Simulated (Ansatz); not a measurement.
# C2H5FGeTe: the cost of one run

All numbers below are computed with Ansatz 0.2.0 (RKS PBE/def2-SVP).

## Step 1: The system as given

Bond lengths: F1–Ge2 1.754 Å, Ge2–C3 1.901 Å, C3–C4 1.425 Å, C4–Te5 2.106 Å, Ge2–H6 1.563 Å, Ge2–H7 1.565 Å, C3–H8 1.067 Å, C4–H9 1.083 Å, Te5–H10 1.705 Å. Angles: F1–Ge2–C3 107.5°, F1–Ge2–H6 112.0°, F1–Ge2–H7 109.9°, C3–Ge2–H6 109.2°, C3–Ge2–H7 108.9°, H6–Ge2–H7 109.3°, Ge2–C3–C4 124.2°, Ge2–C3–H8 121.0°, C4–C3–H8 114.6°, C3–C4–Te5 121.3°, C3–C4–H9 118.1°, Te5–C4–H9 120.0°, C4–Te5–H10 89.0°.

Coordinates:

```xyz
10

F    -2.2432   -1.6222   -1.1934
Ge   -1.2047   -0.2538   -0.8399
C    -0.0998   -0.7398    0.6284
C     0.9468    0.0764    1.1464
Te    1.2881    2.0191    0.4077
H    -2.0243    1.0234   -0.4648
H    -0.2965    0.0575   -2.0755
H    -0.1671   -1.7088    1.0705
H     1.4763   -0.2700    2.0251
H     2.4075    1.3670   -0.7014
```

## Step 2: Relaxing end A

input.yaml

```yaml
crystal:
  periodic: [false, false, false]
  atoms:
    - { symbol: F, position_ang: [-2.2432, -1.6222, -1.1934] }
    - { symbol: Ge, position_ang: [-1.2047, -0.2538, -0.8399] }
    - { symbol: C, position_ang: [-0.0998, -0.7398, 0.6284] }
    - { symbol: C, position_ang: [0.9468, 0.0764, 1.1464] }
    - { symbol: Te, position_ang: [1.2881, 2.0191, 0.4077] }
    - { symbol: H, position_ang: [-2.0243, 1.0234, -0.4648] }
    - { symbol: H, position_ang: [-0.2965, 0.0575, -2.0755] }
    - { symbol: H, position_ang: [-0.1671, -1.7088, 1.0705] }
    - { symbol: H, position_ang: [1.4763, -0.27, 2.0251] }
    - { symbol: H, position_ang: [2.4075, 1.367, -0.7014] }
basis:
  gaussian: { orbitals: def2-SVP }
hamiltonian:
  xc: pbe
relax:
  f_tol: 0.02
  max_steps: 50
output:
  orbitals: {}
```

On the command line:

```bash
> ansatz run input.yaml --threads 2 --pin off --max-ram 3072MiB --backend cpu --events-out ev --progress --plain --runs-dir out
```

**Question.** How long does this run take on 2 threads of Arm Neoverse N1, shared host, and how much memory does it need?

About 67 s, with a peak of 0.18 GiB.
